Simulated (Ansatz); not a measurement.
# KBr (SMILES [K][Br]): functionals against CCSD(T) at one geometry

The task here is to estimate one member of a computed series from the others.

Method: single points in def2-TZVPP; program: Ansatz 0.2.0, Gaussian basis.

Correlated methods freeze the cores. Filled d shells of the heavier atoms are correlated. The outer core shell of Li, Na, Mg and K is correlated.

**Starting geometry**

SMILES `[K][Br]`, 2 atoms, charge 0, spin multiplicity 1.

Atoms are counted from 1 here; the program's logs count them from 0.

Bond lengths: K1–Br2 2.761 Å.

Geometry (Å):

| atom | x (Å) | y (Å) | z (Å) |
| --- | --- | --- | --- |
| K1 | 1.20700 | -0.42490 | 0.68620 |
| Br2 | -1.12420 | 0.46890 | -0.49310 |

The first run:

run/in.yaml reads:

```yaml
crystal:
  periodic: [false, false, false]
  atoms:
    - {symbol: K, position_ang: [1.207000, -0.424900, 0.686200]}
    - {symbol: Br, position_ang: [-1.124200, 0.468900, -0.493100]}
basis:
  gaussian: {orbitals: def2-TZVPP}
correlation: {method: ccsd_t}
output: {forces: true}
```

No record of the launch command was kept for these runs.

Among the steps run: CCSD(T)/def2-TZVPP; PBE0-D4/def2-TZVPP; wB97M-V/def2-TZVPP; r2SCAN-D4/def2-TZVPP; PBE-D4/def2-TZVPP; BHLYP-D4/def2-TZVPP; r2SCANh-D4/def2-TZVPP.

One of the session's tables, all rows but one given; the rest of the session is left out.

```
    method  RMS force component (eV/Å)  dipole (D)
   CCSD(T)                       0.366       10.49
   PBE0-D4                       0.260       10.20
   wB97M-V                       0.295       10.31
 r2SCAN-D4                       0.297       10.29
    PBE-D4                       0.271        9.85
  BHLYP-D4                           ?           ?
r2SCANh-D4                       0.292       10.35
```

**Question.** Estimate the row for BHLYP-D4.

As computed: RMS force component (eV/Å): 0.314; dipole (D): 10.38. In the column «RMS force component (eV/Å)» it lies between r2SCAN-D4 (0.297) and CCSD(T) (0.366).
